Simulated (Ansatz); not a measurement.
# Si16Au: the cost of one run

All numbers below are computed with Ansatz 0.2.0 (DFT PBEsol, plane waves, PAW, scalar-relativistic, collinear spin).

## 1. Starting point

The cell holds 17 atoms (AuSi16): a = 7.679 Å, b = 7.679 Å, c = 7.679 Å, α = 60.00°, β = 60.00°, γ = 60.00°.

The coordinates stand in the first input below.

## 2. Preparing the start

The input, input.yaml:

```yaml
accuracy: low
crystal:
  lattice:
    - [0.0, 5.43, 5.43]
    - [5.43, 0.0, 5.43]
    - [5.43, 5.43, 0.0]
  atoms:
    - { symbol: Si, position: [0.0, 0.0, 0.0] }
    - { symbol: Si, position: [0.125, 0.125, 0.125] }
    - { symbol: Si, position: [0.0, 0.0, 0.5] }
    - { symbol: Si, position: [0.125, 0.125, 0.625] }
    - { symbol: Si, position: [0.0, 0.5, 0.0] }
    - { symbol: Si, position: [0.125, 0.625, 0.125] }
    - { symbol: Si, position: [0.0, 0.5, 0.5] }
    - { symbol: Si, position: [0.125, 0.625, 0.625] }
    - { symbol: Si, position: [0.5, 0.0, 0.0] }
    - { symbol: Si, position: [0.625, 0.125, 0.125] }
    - { symbol: Si, position: [0.5, 0.0, 0.5] }
    - { symbol: Si, position: [0.625, 0.125, 0.625] }
    - { symbol: Si, position: [0.5, 0.5, 0.0] }
    - { symbol: Si, position: [0.625, 0.625, 0.125] }
    - { symbol: Si, position: [0.5, 0.5, 0.5] }
    - { symbol: Si, position: [0.625, 0.625, 0.625] }
    - { symbol: Au, position: [0.87352, 0.37023, 0.3825319], spin: 1.0 }
magnetization:
  spin_polarized: true
basis:
  ecutwfc: 420.0
kpoints:
  mp_grid: { grid: [2, 2, 2] }
hamiltonian:
  xc: pbesol
  pseudopotentials: { kind: paw, azcp: { folder: soft_1 } }
scf:
  occupations: { method: fermi_dirac, width: 0.02 }
  lower_state_search: "off"
relax:
  f_tol: 0.08
  max_steps: 25
  adjacent_minimum: "off"
```

Launch:

```bash
$ ansatz run input.yaml --threads 2 --pin off --max-ram 5120MiB --backend cpu --events-out ev --progress --plain --runs-dir out
```

Q: Estimate wall time and peak memory on 2 threads of Arm Neoverse V1, shared host.

About 1.8 min, with a peak of 0.73 GiB.
